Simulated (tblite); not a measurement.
# C5H15NOSi2: the cost of one run

Computed with tblite 0.8.0 and PySCF 2.14.0, with density-fitted response routines of our own, on a single molecule in the gas phase. Atoms are numbered from 0 throughout.

## (1) The molecule as given

24 atoms, charge 0, multiplicity 1; geometry from: force field or distance geometry start.

Bonds of the start (Å): C0–C1 1.47, C1–O2 1.28, C1–N3 1.44, N3–C4 1.48, N3–C5 1.44, C5–C6 1.48, C6–Si7 1.82, C6–Si8 1.88, C0–H9 1.12, C0–H10 1.11, C0–H11 1.12, C4–H12 1.08, C4–H13 1.11, C4–H14 1.12, C5–H15 1.12, C5–H16 1.13, C6–H17 1.13, Si7–H18 1.48, Si7–H19 1.46, Si7–H20 1.47, Si8–H21 1.48, Si8–H22 1.44, Si8–H23 1.47.

## (2) Optimising the geometry with GFN2-xTB

What the job is given:

```
{"job": {"kind": "relax", "xc": "GFN2-xTB", "basis": "xTB"}, "charge": 0, "multiplicity": 1}
C     -2.799000     1.067800    -0.341400
C     -1.513200     1.007200     0.377100
O     -0.999200     2.073400     0.872200
N     -0.804500    -0.230500     0.551700
C     -1.477400    -1.408200    -0.030000
C      0.445200    -0.339500     1.253100
C      1.686400    -0.179100     0.470400
Si     2.011800    -1.347500    -0.891800
Si     1.942300     1.556600    -0.193400
H     -3.546900     0.334200     0.049100
H     -3.222700     2.098600    -0.335800
H     -2.676100     0.782500    -1.421200
H     -0.782000    -2.176000    -0.351000
H     -2.114200    -1.102700    -0.885000
H     -2.170800    -1.803500     0.759600
H      0.411200     0.391300     2.096700
H      0.461500    -1.383600     1.675300
H      2.540300    -0.305500     1.201500
H      3.196000    -0.834200    -1.622600
H      0.921600    -1.374900    -1.857800
H      2.374000    -2.686000    -0.394700
H      1.765300     2.506400     0.925100
H      0.998700     1.774700    -1.265400
H      3.339800     1.598200    -0.634000
```

On the command line:

```bash
OMP_NUM_THREADS=1 python probes_run.py task.json out
```

The driver reads the jobs from task.json and runs them one after another.

**Question.** How long does this first job take on 1 thread of Intel Xeon at 2.50GHz, shared host, and how much memory does it need?

About 5.4 s, with a peak of 0.18 GiB.
